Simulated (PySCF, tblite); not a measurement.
# C5H7FN2Si: geometry, infrared bands and NMR shifts

What infrared bands and NMR shifts should C5H7FN2Si (`Cc1cc([SiH3])nnc1F`) show?

Programs: tblite 0.8.0 and PySCF 2.14.0, with density-fitted response routines of our own. Each step states its level of theory. These are calculated values for one molecule in the gas phase, unless marked as measured. Atoms are numbered from 0 throughout.

## Step 1: Starting geometry

16 atoms, charge 0, multiplicity 1; geometry from: force field or distance geometry start.

Bonds of the start (Å): C0–C1 1.47, C1–C2 1.41, C2–C3 1.37, C3–Si4 1.85, C3–N5 1.35, N5–N6 1.33, N6–C7 1.36, C7–F8 1.36, C7–C1 1.37, C0–H9 1.11, C0–H10 1.12, C0–H11 1.11, C2–H12 1.10, Si4–H13 1.48, Si4–H14 1.47, Si4–H15 1.45.

## Step 2: Geometry optimisation with GFN2-xTB

The job: settings as JSON, then the geometry in Å.

```
{"job": {"kind": "relax", "xc": "GFN2-xTB", "basis": "xTB"}, "charge": 0, "multiplicity": 1}
C     -2.340600     0.750900     0.105800
C     -1.160700    -0.100900    -0.126500
C      0.118700     0.427000     0.146600
C      1.206400    -0.380100    -0.080500
Si     2.867700     0.353600     0.290300
N      1.070500    -1.654700    -0.517400
N     -0.133100    -2.172500    -0.770200
C     -1.238600    -1.400200    -0.564100
F     -2.483000    -1.891800    -0.807900
H     -3.155400     0.227400     0.642000
H     -2.046000     1.650400     0.704500
H     -2.764800     1.063000    -0.869200
H      0.213800     1.461500     0.513400
H      2.704900     1.820900     0.329400
H      3.240000    -0.078000     1.639900
H      3.892700    -0.067500    -0.647400
```

Started as:

```bash
$ OMP_NUM_THREADS=1 python probes_run.py task.json out
```

This one command runs all jobs of the session in turn.

**Question.** This job is followed by: GFN2-xTB harmonic vibrations, gas phase; GIAO PBE0/pcSseg-1 NMR shielding, non-relativistic, gas phase. What will the session give for the following? strongest single infrared mode (GFN2-xTB); zero-point energy (GFN2-xTB); 13C shifts against TMS (PBE0/pcSseg-1); 1H shifts against TMS (PBE0/pcSseg-1, means over atoms taken as alike); 29Si shifts against TMS (PBE0/pcSseg-1); 15N shifts against NH3 (PBE0/pcSseg-1); 19F shifts against CFCl3 (PBE0/pcSseg-1).

As calculated:

| quantity | value |
| --- | --- |
| strongest single infrared mode (GFN2-xTB) | 2236 cm⁻¹, 278 km/mol |
| zero-point energy (GFN2-xTB) | 66.7 kcal/mol |
| 13C shifts against TMS (PBE0/pcSseg-1) | 175.5, 165.7, 141.3, 128.6, 17.2 ppm |
| 1H shifts against TMS (PBE0/pcSseg-1, means over atoms taken as alike) | 7.67, 4.69, 2.42 ppm |
| 29Si shifts against TMS (PBE0/pcSseg-1) | -72.1 ppm |
| 15N shifts against NH3 (PBE0/pcSseg-1) | 480.0, 413.5 ppm |
| 19F shifts against CFCl3 (PBE0/pcSseg-1) | -88.7 ppm |

**Reading.** The optimisation took 40 steps and gained 0.379 eV; among the close pairs (by a distance rule), N6–C7 changed most, from 1.364 to 1.307 Å. The lowest mode is imaginary (38i cm⁻¹), so the xTB geometry is not a minimum. The strongest single mode, at 2236 cm⁻¹, moves mainly H13. Unscaled tight-binding wavenumbers are off by several per cent, some by more. Its intensities can rank the bands wrongly. At PBE0/pcSseg-1: Shielding is most anisotropic at N5 (span 891 ppm, paramagnetic term -536 ppm). NICS(1)zz of -26 ppm above the planar ring from C1 marks a diatropic (aromatic) ring current.
